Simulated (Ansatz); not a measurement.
# C5H5ClMg: up Jacob's ladder to CCSD(T)

The task here is to estimate one member of a computed series from the others.

Computed with Ansatz 0.2.0, Gaussian basis. Level: functionals in def2-TZVPP, the program's frozen cores in correlated methods.

Plan: LDA (SPW92), PBE-D4, revPBE-D4, BLYP-D4, r2SCAN-D4, B97M-V, PBE0-D4, B3LYP-D4, r2SCANh-D4, r2SCAN0-D4, HSE06-D4, BHLYP-D4, CAM-B3LYP-D4, LC-ωPBE, ωB97X-V, ωB97M-V, B2PLYP, PBE-QIDH; CCSD(T)/def2-SVP; CCSD(T)/def2-TZVPP; MP2/def2-QZVPP; extrapolation to the limit; RPA on PBE.

1 further run of the same task is left out (set aside as unsound or not needed).

### Structure used throughout

The geometry comes from an earlier relaxation with PBE0-D4 in a triple-zeta def2 set; it is a stationary point, not always the lowest conformer.

SMILES `[Cl][Mg]1234[C@H]5[C@@H]1[C@@H]2[C@@H]3[C@H]54`, 12 atoms, charge 0, spin multiplicity 1.

Atoms are counted from 1 here; the program's logs count them from 0.

Bond lengths: Cl1–Mg2 2.189 Å, Mg2–C3 2.294 Å, Mg2–C4 2.294 Å, Mg2–C5 2.294 Å, Mg2–C6 2.294 Å, Mg2–C7 2.294 Å, C3–C4 1.416 Å, C3–C7 1.416 Å, C3–H8 1.081 Å, C4–C5 1.416 Å, C4–H9 1.081 Å, C5–C6 1.416 Å, C5–H10 1.081 Å, C6–C7 1.416 Å, C6–H11 1.081 Å, C7–H12 1.081 Å. Angles: Cl1–Mg2–C3 148.3°, Cl1–Mg2–C4 148.3°, Cl1–Mg2–C5 148.3°, Cl1–Mg2–C6 148.3°, Cl1–Mg2–C7 148.3°, C3–Mg2–C4 36.0°, C3–Mg2–C5 59.9°, C3–Mg2–C6 59.9°, C3–Mg2–C7 36.0°, C4–Mg2–C5 36.0°, C4–Mg2–C6 59.9°, C4–Mg2–C7 59.9°, C5–Mg2–C6 36.0°, C5–Mg2–C7 59.9°, C6–Mg2–C7 36.0°, Mg2–C3–C4 72.0°, Mg2–C3–C7 72.0°, Mg2–C3–H8 122.8° and more.

Geometry (Å):

```xyz
12

Cl   -3.5939    0.4424   -0.3885
Mg   -1.4340    0.1761   -0.1549
C     0.2991   -0.8657    0.9283
C     0.4521    0.5316    1.1016
C     0.6609    1.1105   -0.1739
C     0.6372    0.0710   -1.1356
C     0.4135   -1.1504   -0.4543
H     0.1462   -1.5903    1.7154
H     0.4362    1.0602    2.0441
H     0.8324    2.1583   -0.3754
H     0.7873    0.1866   -2.1995
H     0.3631   -2.1302   -0.9073
```

Set-up of the first run:

Input file in.yaml:

```yaml
crystal:
  periodic: [false, false, false]
  atoms:
    - {symbol: Cl, position_ang: [-3.593950, 0.442363, -0.388472]}
    - {symbol: Mg, position_ang: [-1.433999, 0.176117, -0.154888]}
    - {symbol: C, position_ang: [0.299113, -0.865733, 0.928339]}
    - {symbol: C, position_ang: [0.452059, 0.531577, 1.101643]}
    - {symbol: C, position_ang: [0.660949, 1.110515, -0.173926]}
    - {symbol: C, position_ang: [0.637167, 0.071026, -1.135564]}
    - {symbol: C, position_ang: [0.413516, -1.150371, -0.454328]}
    - {symbol: H, position_ang: [0.146150, -1.590336, 1.715386]}
    - {symbol: H, position_ang: [0.436151, 1.060185, 2.044089]}
    - {symbol: H, position_ang: [0.832415, 2.158318, -0.375432]}
    - {symbol: H, position_ang: [0.787294, 0.186576, -2.199518]}
    - {symbol: H, position_ang: [0.363136, -2.130238, -0.907320]}
basis:
  gaussian: {orbitals: def2-TZVPP}
hamiltonian: {xc: lda}
output: {orbitals: {seedname: orbitals}}
```

On the command line:

```console
$ ansatz run in.yaml --threads 2 --pin off --events-out ev --progress --plain --max-ram 32768MiB --backend cpu
```

Steps of the session up to this table: LDA; PBE-D4 (GGA); revPBE-D4 (GGA); BLYP-D4 (GGA); r2SCAN-D4 (meta-GGA); B97M-V (meta-GGA); PBE0-D4 (hybrid); B3LYP-D4 (hybrid); r2SCANh-D4 (hybrid); r2SCAN0-D4 (hybrid); HSE06-D4 (hybrid); BHLYP-D4 (hybrid); CAM-B3LYP-D4 (range-separated); LC-ωPBE (range-separated); ωB97X-V (range-separated); ωB97M-V (range-separated); B2PLYP (double hybrid); PBE-QIDH (double hybrid).

One of the session's tables, all rows but one given; the rest of the session is left out.

It belongs to the step «Frontier levels by functional». 

| functional | HOMO (eV) | gap (eV) |
| --- | --- | --- |
| LDA (SPW92) | -6.49 | 4.77 |
| PBE-D4 | -6.28 | 4.85 |
| revPBE-D4 | -6.21 | 4.93 |
| BLYP-D4 | -6.08 | 4.72 |
| r2SCAN-D4 | -6.48 | 5.51 |
| B97M-V | -6.46 | 5.14 |
| PBE0-D4 | -7.31 | 6.61 |
| B3LYP-D4 | -7.07 | 6.12 |
| r2SCANh-D4 | -6.87 | 6.11 |
| r2SCAN0-D4 | -7.45 | 7.01 |
| HSE06-D4 | -6.92 | 5.86 |
| BHLYP-D4 | -8.13 | 8.04 |
| CAM-B3LYP-D4 | ? | ? |
| LC-ωPBE | -9.87 | 10.97 |
| ωB97X-V | -9.51 | 10.46 |
| ωB97M-V | -9.42 | 9.95 |

Estimate the missing values for CAM-B3LYP-D4.

The run gave: HOMO (eV): -8.53; gap (eV): 8.58. In the column «HOMO (eV)» it lies between ωB97M-V (-9.42) and BHLYP-D4 (-8.13).
